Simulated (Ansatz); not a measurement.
# C₁₁H₁₃FTi: a ladder of functionals and wavefunction methods

The task here is to estimate one member of a computed series from the others.

The runs use Ansatz 0.2.0, Gaussian basis; functionals in def2-TZVPP, the program's frozen cores in correlated methods.

Levels to be run: LDA (SPW92), PBE-D4, revPBE-D4, BLYP-D4, r2SCAN-D4, B97M-V, PBE0-D4, B3LYP-D4, r2SCANh-D4, r2SCAN0-D4, HSE06-D4, BHLYP-D4, CAM-B3LYP-D4, LC-ωPBE, ωB97X-V, ωB97M-V, B2PLYP, PBE-QIDH; CCSD(T)/def2-SVP; CCSD(T)/def2-TZVPP; MP2/def2-QZVPP; extrapolation to the limit; RPA on PBE.

## Structure used throughout

All runs share one geometry, relaxed beforehand with PBE0-D4 in a triple-zeta def2 set.

SMILES `[CH3][Ti]12345678([F])([C@H]9[C@@H]1[C@@H]2[C@@H]3[C@H]94)[C@H]1[C@@H]5[C@@H]6[C@@H]7[C@H]18`, 26 atoms, charge 0, spin multiplicity 1.

Atoms are counted from 1 here; the program's logs count them from 0.

Bond lengths: C1–Ti2 2.155 Å, C1–H14 1.091 Å, C1–H15 1.093 Å, C1–H16 1.093 Å, Ti2–F3 1.815 Å, Ti2–C4 2.410 Å, Ti2–C5 2.398 Å, Ti2–C6 2.386 Å, Ti2–C7 2.369 Å, Ti2–C8 2.411 Å, Ti2–C9 2.388 Å, Ti2–C10 2.392 Å, Ti2–C11 2.393 Å, Ti2–C12 2.397 Å, Ti2–C13 2.392 Å, C4–C5 1.415 Å, C4–C8 1.400 Å, C4–H17 1.079 Å and more. Angles: Ti2–C1–H14 108.5°, Ti2–C1–H15 107.3°, Ti2–C1–H16 115.2°, H14–C1–H15 108.4°, H14–C1–H16 108.6°, H15–C1–H16 108.7°, C1–Ti2–F3 94.2°, C1–Ti2–C4 82.9°, C1–Ti2–C5 77.0°, C1–Ti2–C6 106.0°, C1–Ti2–C7 133.8°, C1–Ti2–C8 115.7°, C1–Ti2–C9 125.2°, C1–Ti2–C10 129.3°, C1–Ti2–C11 96.3°, C1–Ti2–C12 74.4°, C1–Ti2–C13 91.0°, F3–Ti2–C4 88.3° and more.

The first run:

File in.yaml:

```yaml
crystal:
  periodic: [false, false, false]
  atoms:
    - {symbol: C, position_ang: [-1.284551, -1.799784, -0.083155]}
    - {symbol: Ti, position_ang: [-0.008922, -0.133896, 0.407038]}
    - {symbol: F, position_ang: [0.060001, -0.536278, 2.175176]}
    - {symbol: C, position_ang: [-2.112249, 0.971435, 0.812587]}
    - {symbol: C, position_ang: [-1.918087, 0.921320, -0.588025]}
    - {symbol: C, position_ang: [-0.795787, 1.703694, -0.896495]}
    - {symbol: C, position_ang: [-0.277197, 2.218550, 0.317042]}
    - {symbol: C, position_ang: [-1.114246, 1.784460, 1.362148]}
    - {symbol: C, position_ang: [2.371945, -0.225116, 0.564937]}
    - {symbol: C, position_ang: [2.065482, 0.526904, -0.583637]}
    - {symbol: C, position_ang: [1.418737, -0.325525, -1.503730]}
    - {symbol: C, position_ang: [1.338038, -1.605707, -0.922146]}
    - {symbol: C, position_ang: [1.923890, -1.542515, 0.355449]}
    - {symbol: H, position_ang: [-2.235418, -1.673175, 0.437292]}
    - {symbol: H, position_ang: [-0.800059, -2.702153, 0.297115]}
    - {symbol: H, position_ang: [-1.486396, -1.933650, -1.148486]}
    - {symbol: H, position_ang: [-2.863686, 0.432585, 1.368315]}
    - {symbol: H, position_ang: [-2.523131, 0.371384, -1.291409]}
    - {symbol: H, position_ang: [-0.389328, 1.871898, -1.881278]}
    - {symbol: H, position_ang: [0.584799, 2.858693, 0.423016]}
    - {symbol: H, position_ang: [-0.952880, 1.959750, 2.414474]}
    - {symbol: H, position_ang: [2.815790, 0.154324, 1.473073]}
    - {symbol: H, position_ang: [2.281745, 1.573016, -0.733162]}
    - {symbol: H, position_ang: [1.050663, -0.051103, -2.480336]}
    - {symbol: H, position_ang: [0.898302, -2.478239, -1.376513]}
    - {symbol: H, position_ang: [1.952545, -2.340853, 1.080722]}
basis:
  gaussian: {orbitals: def2-TZVPP}
hamiltonian: {xc: lda}
output: {orbitals: {seedname: orbitals}}
```

On the command line:

```
$ ansatz run in.yaml --threads 11 --pin off --events-out ev --progress --plain --max-ram 110592MiB --backend cuda --devices 0, --max-vram 75GiB
```

Among the steps run: LDA; PBE-D4 (GGA); revPBE-D4 (GGA); BLYP-D4 (GGA); r2SCAN-D4 (meta-GGA); B97M-V (meta-GGA); B3LYP-D4 (hybrid); r2SCANh-D4 (hybrid); r2SCAN0-D4 (hybrid); HSE06-D4 (hybrid); BHLYP-D4 (hybrid); CAM-B3LYP-D4 (range-separated); LC-ωPBE (range-separated); ωB97X-V (range-separated); ωB97M-V (range-separated); B2PLYP (double hybrid); PBE-QIDH (double hybrid).

One table of the session follows, with a row left open; its other results are not shown here.

It belongs to the step «Frontier levels by functional». 

| functional | HOMO (eV) | LUMO (eV) | gap (eV) |
| --- | --- | --- | --- |
| LDA (SPW92) | ? | ? | ? |
| PBE-D4 | -5.63 | -2.55 | 3.07 |
| revPBE-D4 | -5.55 | -2.45 | 3.10 |
| BLYP-D4 | -5.46 | -2.43 | 3.03 |
| r2SCAN-D4 | -5.79 | -2.41 | 3.38 |
| B97M-V | -5.83 | -2.37 | 3.46 |
| PBE0-D4 | -6.61 | -1.41 | 5.20 |
| B3LYP-D4 | -6.41 | -1.68 | 4.73 |
| r2SCANh-D4 | -6.16 | -1.97 | 4.19 |
| r2SCAN0-D4 | -6.73 | -1.32 | 5.41 |
| HSE06-D4 | -6.22 | -1.79 | 4.43 |
| BHLYP-D4 | -7.41 | -0.13 | 7.29 |
| CAM-B3LYP-D4 | -7.81 | -0.26 | 7.54 |
| LC-ωPBE | -9.05 | 0.86 | 9.91 |
| ωB97X-V | -8.73 | 0.84 | 9.56 |
| ωB97M-V | -8.66 | 0.79 | 9.44 |

Estimate the missing values for LDA (SPW92).

**Answer.** HOMO (eV): -5.84; LUMO (eV): -2.85; gap (eV): 2.99. In the column «HOMO (eV)» it lies between r2SCANh-D4 (-6.16) and B97M-V (-5.83).
